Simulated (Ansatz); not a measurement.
Task: a single point from an input written key by key of Cl₃GeH₂N, SMILES [NH2][Ge]([Cl])([Cl])[Cl], with the Python package of Ansatz (0.2.0). Give the script and its output. Use: wB97M-V, def2-SVP basis, multiplicity 1.

| atom | x (Å) | y (Å) | z (Å) |
| --- | --- | --- | --- |
| N | -0.4780 | 0.5020 | 1.0619 |
| Ge | 0.1542 | -0.4466 | -0.3740 |
| Cl | 1.6509 | -1.7939 | 0.3432 |
| Cl | -1.3636 | -1.5731 | -1.2946 |
| Cl | 1.0240 | 0.8900 | -1.8551 |
| H | 0.2633 | 1.1334 | 1.4245 |
| H | -1.1895 | 1.2201 | 0.6484 |

The script, `cl3geh2n_deck.py`:
```python
"""Cl3GeH2N through the session interface."""

import ansatz as az
import numpy as np

DECK = """
crystal:
  periodic: [false, false, false]
  atoms:
    - { symbol: "N", position_ang: [-0.478, 0.502, 1.0619] }
    - { symbol: Ge, position_ang: [0.1542, -0.4466, -0.374] }
    - { symbol: Cl, position_ang: [1.6509, -1.7939, 0.3432] }
    - { symbol: Cl, position_ang: [-1.3636, -1.5731, -1.2946] }
    - { symbol: Cl, position_ang: [1.024, 0.89, -1.8551] }
    - { symbol: H, position_ang: [0.2633, 1.1334, 1.4245] }
    - { symbol: H, position_ang: [-1.1895, 1.2201, 0.6484] }
basis:
  gaussian: { orbitals: def2-SVP }
hamiltonian:
  xc: { name: wB97M-V }
output:
  forces: true
"""

session = az.Session.from_yaml(DECK)
r = session.plan(threads=1).execute().report

print(f"E = {r['free_energy_ev']:.6f} eV = {r['free_energy_ev'] / 27.211386246:.7f} Ha")
print("converged:", r["converged"], " doubts:", r["published_state_doubts"] or "none")
symbols = ["N", "Ge", "Cl", "Cl", "Cl", "H", "H"]

print("forces (eV/A)")
for symbol, f in zip(symbols, r["forces_ev_ang"]):
    print(f"  {symbol:2s} {f[0]:9.4f} {f[1]:9.4f} {f[2]:9.4f}")
charges = r["charge_distribution"]
print("dipole moment", round(4.803205 * float(np.linalg.norm(charges["dipole_moment_e_ang"])), 3), "D")
print("Mulliken:", [(s, round(q, 3)) for s, q in zip(symbols, charges["mulliken_charges_e"])])
```

```console
$ python cl3geh2n_deck.py
E = -95587.469289 eV = -3512.7747049 Ha
converged: True  doubts: none
forces (eV/A)
  N    -1.1188    2.0651   -1.2451
  Ge    0.6648    0.6128    0.3972
  Cl   -0.0375    0.1324   -0.1134
  Cl   -0.3665   -0.1392   -0.1704
  Cl   -0.1586   -0.3986    0.2643
  H    -0.2829   -0.6208   -0.1250
  H     1.2996   -1.6518    0.9924
dipole moment 2.156 D
Mulliken: [('N', -0.343), ('Ge', 0.661), ('Cl', -0.2), ('Cl', -0.178), ('Cl', -0.231), ('H', 0.142), ('H', 0.148)]
```

Notes:
- Total energies depend on the basis set; only differences at equal settings carry meaning.
- The geometry is a force-field or estimated start, not a minimum of this method, and the basis set is short of its limit.
- Timing: 23 s on 1 thread of Arm Neoverse V1 (shared host), peak memory 0.42 GiB.
